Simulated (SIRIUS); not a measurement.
# MgB (Pm-3m) in SIRIUS: reference runs

How does MgB come out in PBE? The cell is run as given and disturbed, and energy against volume gives the equilibrium volume and stiffness.

Everything below comes from runs of SIRIUS 7.10.0. Logs are shortened: lines on timing, memory, paths and dates and some standing lists are left out, and cuts for length are marked. The log counts tension as positive stress, the text compression.

### Step 1. Starting point

Symmetry: Pm-3m, No. 221, cubic system. The conventional cell has a = 2.895 Å, b = 2.895 Å, c = 2.895 Å, α = 90.00°, β = 90.00°, γ = 90.00°. Around Mg (site symmetry m-3m) lie 8 B at 2.51 Å. Around B (site symmetry m-3m) lie 8 Mg at 2.51 Å.

The cell was built by a generator and needn't be a form met in nature.

### Step 2. Single point, PBE

Input file sirius.json:

```json
{
  "control": {
    "processing_unit": "cpu",
    "verbosity": 2,
    "num_bands_to_print": 13,
    "print_forces": true,
    "print_stress": true
  },
  "parameters": {
    "electronic_structure_method": "pseudopotential",
    "xc_functionals": ["XC_GGA_X_PBE", "XC_GGA_C_PBE"],
    "gk_cutoff": 9.2,
    "pw_cutoff": 18.4,
    "ngridk": [9, 9, 9],
    "shiftk": [0, 0, 0],
    "smearing": "fermi_dirac",
    "smearing_width": 0.0018374661,
    "num_bands": 13,
    "num_mag_dims": 0,
    "num_dft_iter": 100,
    "energy_tol": 1e-08,
    "density_tol": 1e-06
  },
  "iterative_solver": {
    "type": "davidson",
    "min_tolerance": 1e-09,
    "tolerance_scale": [0.1, 0.25]
  },
  "mixer": {
    "type": "anderson",
    "beta": 0.7,
    "max_history": 8
  },
  "settings": {
    "tol_ne": 1e-10,
    "pseudo_grid_cutoff": 6.5
  },
  "unit_cell": {
    "lattice_vectors": [
      [5.47104058971, 0.0, 0.0],
      [0.0, 5.47104058971, 0.0],
      [0.0, 0.0, 5.47104058971]
    ],
    "atom_coordinate_units": "lattice",
    "atom_types": ["Mg", "B"],
    "atom_files": {
      "B": "B.json",
      "Mg": "Mg.json"
    },
    "atoms": {
      "Mg": [
        [0.0, 0.0, 0.0]
      ],
      "B": [
        [0.5, 0.5, 0.5]
      ]
    }
  }
}
```

Potentials or basis: PseudoDojo 0.4.1 PBE standard (scalar relativistic).

The run is started by

```console
$ upf_to_json B.upf
$ upf_to_json Mg.upf
$ OMP_NUM_THREADS=1 sirius.scf --input=sirius.json --output=out.json --task=0
```

The log of the run:

```text
[info] SIRIUS version : 7.10.0
[info] number of MPI ranks           : 1
[info] MPI grid                      : 1 1
[info] maximum number of OMP threads : 1
[fft] FFT context for density and potential
[fft] =====================================
[fft]   comm size                             : 1
[fft]   plane wave cutoff                     : 18.4
[fft]   grid size                             : 36 36 36   total : 46656
[fft]   grid limits                           : -17 18   -17 18   -17 18
[fft]   number of G-vectors within the cutoff : 8539
[fft]   local number of G-vectors             : 8539
[fft]   number of G-shells                    : 489
[fft] FFT context for coarse grid
[fft] =====================================
[fft]   comm size                             : 1
[fft]   plane wave cutoff                     : 18.4
[fft]   grid size                             : 36 36 36   total : 46656
[fft]   grid limits                           : -17 18   -17 18   -17 18
[fft]   number of G-vectors within the cutoff : 8539
[fft]   local number of G-vectors             : 8539
[fft]   number of G-shells                    : 489
[unit cell] lattice vectors
[unit cell]   a1 :       5.4710405897      0.0000000000      0.0000000000
[unit cell]   a2 :       0.0000000000      5.4710405897      0.0000000000
[unit cell]   a3 :       0.0000000000      0.0000000000      5.4710405897
[unit cell] reciprocal lattice vectors
[unit cell]   b1 :       1.1484442866      0.0000000000      0.0000000000
[unit cell]   b2 :       0.0000000000      1.1484442866      0.0000000000
[unit cell]   b3 :       0.0000000000      0.0000000000      1.1484442866
[unit cell] unit cell volume :       163.76074691 [a.u.^3]
[unit cell] 1/sqrt(omega)    :         0.07814390
[unit cell] MT volume        :         0.00000000 ( 0.00%)
[unit cell] IT volume        :       163.76074691 (100.00%)
[unit cell] number of atom types : 2
[unit cell] type id : 0 symbol : Mg mt_radius :  15.090000 num_atoms : 1
[unit cell] type id : 1 symbol :  B mt_radius :  15.330000 num_atoms : 1
[unit cell] total number of atoms : 2
[unit cell] number of symmetry classes : 2
[unit cell] number of PAW atoms : 0
[unit cell] atom id  type id  class id             position                      vector_field
[unit cell] ------------------------------------------------------------------------------------------
[unit cell]      0        0        0      0.00000   0.00000   0.00000      0.00000   0.00000   0.00000
[... 300 lines left out ...]
[diagonalize] ik:   33   -2.458007   -1.238565   -1.238560   -1.238117    0.163713    0.236917    0.246313    0.332889    0.441084    0.515450    0.515724    0.748886    1.033270
[diagonalize] ik:   34   -2.457975   -1.238516   -1.238509   -1.238509    0.200891    0.259046    0.259046    0.286060    0.464727    0.464727    0.464946    0.700824    1.081413
[find] Charges and magnetic moments
[find] --------------------------------------------------------------------------------
[find] total charge          : 13.000000
[find] Energy
[find] --------------------------------------------------------------------------------
[find] valence_eval_sum               :     -11.59532772
[find] <rho|V^{XC}>                   :     -11.69094914
[find] <rho|E^{XC}>                   :      -9.10910681
[find] <mag|B^{XC}>                   :       0.00000000
[find] <rho|V^{H}>                    :      41.20549495
[find] one-electron contribution      :     -41.10987353 (Ha),     -82.21974706 (Ry)
[find] hartree contribution           :      20.60274748
[find] xc contribution                :      -9.10910681
[find] ewald contribution             :     -32.66120746
[find] PAW contribution               :       0.00000000
[find] smearing (-TS)                 :      -0.00024657
[find] SCF correction                 :       0.00000159
[find] Total energy                   :     -62.27743874 (Ha),    -124.55487747 (Ry)
[find] Free energy (E-TS)             :     -62.27768530 (Ha),    -124.55537060 (Ry)
[find] band gap (eV)                  :       0.00000000
[find] Efermi                         :       0.31180284
[find] iteration : 9, RMS : 2.587460257311e-08, energy difference : 1.788862391550e-10
[find] Hartree energy of density residual : 8.831385531654e-15
[find] bands are converged : true
[find] iterative solver converged : true
[find] converged after 10 SCF iterations!
[find] Charges and magnetic moments
[find] --------------------------------------------------------------------------------
[find] total charge          : 13.000000
[find] Energy
[find] --------------------------------------------------------------------------------
[find] valence_eval_sum               :     -11.59532772
[find] <rho|V^{XC}>                   :     -11.69094914
[find] <rho|E^{XC}>                   :      -9.10910681
[find] <mag|B^{XC}>                   :       0.00000000
[find] <rho|V^{H}>                    :      41.20549495
[find] one-electron contribution      :     -41.10987353 (Ha),     -82.21974706 (Ry)
[find] hartree contribution           :      20.60274748
[find] xc contribution                :      -9.10910681
[find] ewald contribution             :     -32.66120746
[find] PAW contribution               :       0.00000000
[find] smearing (-TS)                 :      -0.00024657
[find] SCF correction                 :       0.00000159
[find] Total energy                   :     -62.27743874 (Ha),    -124.55487747 (Ry)
[find] Free energy (E-TS)             :     -62.27768530 (Ha),    -124.55537060 (Ry)
[find] band gap (eV)                  :       0.00000000
[find] Efermi                         :       0.31180284
[ground_state] === stress tensor components [kbar] ===
[ground_state] === stress_kin ===
[ground_state] -42863.148922    0.000000    0.000000
[ground_state]     0.000000-42863.148922   -0.000000
[ground_state]     0.000000   -0.000000-42863.148922
[ground_state] === stress_har ===
[ground_state] -12338.196426    0.000000    0.000000
[ground_state]     0.000000-12338.196426    0.000000
[ground_state]     0.000000    0.000000-12338.196426
[ground_state] === stress_ewald ===
[ground_state] 19559.546300    0.000000    0.000000
[ground_state]     0.00000019559.546300    0.000000
[ground_state]     0.000000    0.00000019559.546300
[ground_state] === stress_vloc ===
[ground_state]  9392.967573    0.000000    0.000000
[ground_state]     0.000000 9392.967573    0.000000
[ground_state]     0.000000    0.000000 9392.967573
[ground_state] === stress_xc ===
[ground_state]  4939.478069    0.000000    0.000000
[ground_state]     0.000000 4939.478069   -0.000000
[ground_state]     0.000000   -0.000000 4939.478069
[ground_state] === stress_core ===
[ground_state]   240.653730    0.000000    0.000000
[ground_state]     0.000000  240.653730    0.000000
[ground_state]     0.000000    0.000000  240.653730
[ground_state] === stress_nonloc ===
[ground_state] 21065.618423    0.000000   -0.000000
[ground_state]     0.00000021065.618423   -0.000000
[ground_state]    -0.000000   -0.00000021065.618423
[ground_state] === stress_us_nl ===
[ground_state] 21065.618423    0.000000   -0.000000
[ground_state]     0.00000021065.618423   -0.000000
[ground_state]    -0.000000   -0.00000021065.618423
[ground_state] === stress_total ===
[ground_state]    -3.081253    0.000000   -0.000000
[ground_state]     0.000000   -3.081253   -0.000000
[ground_state]    -0.000000   -0.000000   -3.081253
[ground_state] ==== total Forces in Ha/bohr =====
[ground_state] atom:    0, force:       0.0000000      0.0000000      0.0000000
[... 14 lines left out ...]
[ground_state] atom:    0, force:       0.0000000      0.0000000      0.0000000
[ground_state] atom:    1, force:       0.0000000      0.0000000      0.0000000
[~DFT_ground_state] local op. applied: 10653
[~DFT_ground_state] evp. work count: 3280.69
[~DFT_ground_state] number of iterative solver steps: 967
```

Run time: 15 s. Hardware: 1 thread of Arm Neoverse V2, shared host; peak memory 0.2 GiB.

What came out:

```yaml
Free_energy: -1694.6621 eV
Pressure: 0.3 GPa
Band_gap_on_the_k_mesh: none (metal or under the smearing width)
```

### Step 3. Single point, PBE, 11.41 Å³/atom (volume scaled by 0.94)

Changes to sirius.json since step 2:

```diff
@@ -39,5 +39,5 @@
     "lattice_vectors": [
-      [5.47104058971, 0.0, 0.0],
-      [0.0, 5.47104058971, 0.0],
-      [0.0, 0.0, 5.47104058971]
+      [5.359355361809, 0.0, 0.0],
+      [0.0, 5.359355361809, 0.0],
+      [0.0, 0.0, 5.359355361809]
     ],
```

Potentials or basis: PseudoDojo 0.4.1 PBE standard (scalar relativistic).

The run is started by

```console
$ upf_to_json B.upf
$ upf_to_json Mg.upf
$ OMP_NUM_THREADS=1 sirius.scf --input=sirius.json --output=out.json --task=0
```

It took 14 s on 1 thread of Arm Neoverse V2, shared host; peak memory 0.19 GiB.

It converged, with:

```yaml
Free_energy: -1694.6340 eV
Pressure: 6.1 GPa
Band_gap_on_the_k_mesh: none (metal or under the smearing width)
```

### Step 4. Single point, PBE, 11.65 Å³/atom (volume scaled by 0.96)

Changes to sirius.json since step 3:

```diff
@@ -39,5 +39,5 @@
     "lattice_vectors": [
-      [5.359355361809, 0.0, 0.0],
-      [0.0, 5.359355361809, 0.0],
-      [0.0, 0.0, 5.359355361809]
+      [5.3970985446, 0.0, 0.0],
+      [0.0, 5.3970985446, 0.0],
+      [0.0, 0.0, 5.3970985446]
     ],
```

The run is started by

```console
$ upf_to_json B.upf
$ upf_to_json Mg.upf
$ OMP_NUM_THREADS=1 sirius.scf --input=sirius.json --output=out.json --task=0
```

Run time: 14 s. Hardware: 1 thread of Arm Neoverse V2, shared host; peak memory 0.19 GiB.

It converged, with:

- Free energy: -1694.6494 eV
- Pressure: 4.0 GPa
- Band gap on the k mesh: none (metal or under the smearing width)

### Step 5. Single point, PBE, 11.89 Å³/atom (volume scaled by 0.98)

Changes to sirius.json since step 4:

```diff
@@ -39,5 +39,5 @@
     "lattice_vectors": [
-      [5.3970985446, 0.0, 0.0],
-      [0.0, 5.3970985446, 0.0],
-      [0.0, 0.0, 5.3970985446]
+      [5.43432109008, 0.0, 0.0],
+      [0.0, 5.43432109008, 0.0],
+      [0.0, 0.0, 5.43432109008]
     ],
```

The run is started by

```console
$ upf_to_json B.upf
$ upf_to_json Mg.upf
$ OMP_NUM_THREADS=1 sirius.scf --input=sirius.json --output=out.json --task=0
```

It took 14 s on 1 thread of Arm Neoverse V2, shared host; peak memory 0.19 GiB.

The run converged. Its results:

```
Free energy            : -1694.6585 eV
Pressure               : 2.0 GPa
Band gap on the k mesh : none (metal or under the smearing width)
```

(Part 1 of 2 ends here.)
